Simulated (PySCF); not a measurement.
**Ways to converge the SCF of SnS⁺**

Aim: find out which solver settings change the answer for SnS⁺.

Computed with PySCF 2.14.0. Level: each script names its method and basis.

8 further runs of the same task are left out: 1 for a known fault of the program, 7 that didn't finish.

## 1. Starting geometry

SnS⁺: 2 atoms, charge 1, spin multiplicity 2.

Bond lengths: Sn1–S2 2.313 Å.

## 2. Base script

input.py reads:

```python
from pyscf import gto, scf, mp

mol = gto.M(
    atom='Sn 0 0 0; S 0 0 2.313',
    basis='sbkjc',
    ecp={'Sn': 'sbkjc', 'S': 'sbkjc'},
    charge=1,
    spin=1,
    verbose=4,
)
mf = scf.UHF(mol)
mf.kernel()
mp.MP2(mf).kernel()
mf.dip_moment()
print('orbital energies (hartree):', [e[max(0, n-3):n+3].round(4) for e, n in zip(mf.mo_energy, mol.nelec)])
```

Run with:

```sh
$ python input.py
```

Its log is not repeated here.

In short: E(SCF) = -12.933901 Eh, 12 cycles, E(MP2) − E(SCF) = -0.05504 Eh, ⟨S²⟩ = 0.769.

The bond length is a typed value, not an optimised one. The dipole of an ion depends on the origin.

## 3. Convergence threshold 0.001 hartree

Edit 1 changes convergence threshold: default → 0.001 hartree.

input.py reads:

```python
from pyscf import gto, scf, mp

mol = gto.M(
    atom='Sn 0 0 0; S 0 0 2.313',
    basis='sbkjc',
    ecp={'Sn': 'sbkjc', 'S': 'sbkjc'},
    charge=1,
    spin=1,
    verbose=4,
)
mf = scf.UHF(mol)
mf.conv_tol = 0.001
mf.kernel()
mp.MP2(mf).kernel()
mf.dip_moment()
print('orbital energies (hartree):', [e[max(0, n-3):n+3].round(4) for e, n in zip(mf.mo_energy, mol.nelec)])
```

Run with:

```sh
$ python input.py
```

## 4. Second-order solver on

Edit 2 changes second-order solver: off → on.

input.py, as its differences from that of step 2:

```diff
@@ -11,2 +11,3 @@
 mf = scf.UHF(mol)
+mf = mf.newton()
 mf.kernel()
```

## 5. Convergence threshold 1e-16 hartree

Edit 3 changes convergence threshold: default → 1e-16 hartree.

input.py, as its differences from that of step 2:

```diff
@@ -11,2 +11,3 @@
 mf = scf.UHF(mol)
+mf.conv_tol = 1e-16
 mf.kernel()
```

## 6. Smearing width 0.2 hartree

Edit 4 changes smearing width: none → 0.2 hartree; step after the SCF: mp2 → none.

input.py, as its differences from that of step 2:

```diff
@@ -1,2 +1,2 @@
-from pyscf import gto, scf, mp
+from pyscf import gto, scf
 
@@ -11,4 +11,4 @@
 mf = scf.UHF(mol)
+mf = scf.addons.smearing_(mf, sigma=0.2, method='fermi')
 mf.kernel()
-mp.MP2(mf).kernel()
 mf.dip_moment()
```

**Question.** What will these runs give? Wanted: for each run, E(SCF); from base; gap, α spin; after the SCF.

As calculated:

| run | E(SCF) (hartree) | from base (eV) | cycles | gap, α spin (eV) | after the SCF |
| --- | --- | --- | --- | --- | --- |
| base | -12.933901 | 0 | 12 | 9.81 | MP2 correlation -1.498 eV |
| convergence threshold 0.001 hartree | -12.933660 | not comparable | 4 | 9.74 | MP2 correlation -1.510 eV |
| second-order solver on | -12.933901 | 0.0000 | 3 macro | 9.81 | MP2 correlation -1.498 eV |
| convergence threshold 1e-16 hartree | -12.933901 | 0.0000 | 20 | 9.81 | MP2 correlation -1.498 eV |
| smearing width 0.2 hartree (poor choice) | -11.841154 | not comparable | 14 | n/a | n/a |

Distance from each run's final energy (log10 hartree) by cycle:

| run | cycle 1 | cycle 2 | cycle 3 | cycle 5 | cycle 8 | cycle 12 |
| --- | --- | --- | --- | --- | --- | --- |
| base | -1.5 | -2.4 | -3.0 | -3.9 | -6.6 | < -11 |
| convergence threshold 0.001 hartree | -1.5 | -2.5 | -3.1 | done | done | done |
| second-order solver on | -6.0 | < -11 | < -11 | done | done | done |
| convergence threshold 1e-16 hartree | -1.5 | -2.4 | -3.0 | -3.9 | -6.6 | -10.9 |
| smearing width 0.2 hartree (poor choice) | -0.4 | -1.2 | -3.0 | -4.0 | -6.2 | -8.9 |

**Reading.** No change of the SCF energy comes from second-order solver on or convergence threshold 1e-16 hartree. Rows marked «poor choice» come from settings spoiled on purpose.
